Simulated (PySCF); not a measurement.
# C6H8Ge (GePhH3): the cost of one run

Programs: PySCF 2.14.0, with density-fitted response routines of our own. Each step states its level of theory. These are calculated values for one molecule in the gas phase, unless marked as measured. Atoms count from 0, in the outputs and in this text.

### Step 1. Starting geometry

15 atoms, charge 0, multiplicity 1; geometry from: GFN2-xTB. The atoms were then displaced at random by about 0.03 Å, so the start is not that level's minimum.

Bonds of the start (Å): Ge0–C1 1.94, Ge0–H12 1.38, Ge0–H13 1.62, Ge0–H14 1.50, C1–C2 1.42, C1–C6 1.42, C2–C3 1.40, C2–H7 1.01, C3–C4 1.31, C3–H8 1.20, C4–C5 1.36, C4–H9 1.14, C5–C6 1.38, C5–H10 1.10, C6–H11 1.06.

### Step 2. Optimising the geometry at PBE0-D3(BJ)/def2-SVP

The job: settings as JSON, then the geometry in Å.

```
{"job": {"xc": "PBE0", "basis": "def2-SVP", "d3": "d3bj", "grid": 1, "maxiter": 40, "shake": 0.03, "kind": "geom"}, "charge": 0, "multiplicity": 1}
Ge     0.088760    -0.030790    -2.499600
C     -0.005840     0.006000    -0.567000
C     -1.075670     0.624640     0.122350
C     -0.937550     0.607150     1.520170
C     -0.036510    -0.066610     2.192300
C      0.990390    -0.644360     1.522650
C      1.047780    -0.629890     0.148240
H     -1.755330     1.157620    -0.409020
H     -1.846810     1.098090     2.126970
H     -0.050860    -0.079340     3.334010
H      1.765500    -1.171740     2.094630
H      1.843310    -1.097780    -0.375090
H      1.342820     0.085370    -3.064250
H     -0.741910     1.256060    -3.012860
H     -0.660850    -1.190520    -3.089500
```

The run is started by

```
$ OMP_NUM_THREADS=1 python probes_run.py task.json out
```

This one command runs all jobs of the session in turn.

Q: Estimate the wall time and peak memory of this first job on 1 thread of Arm Neoverse V1, shared host.

About 2 min, with a peak of 0.62 GiB.
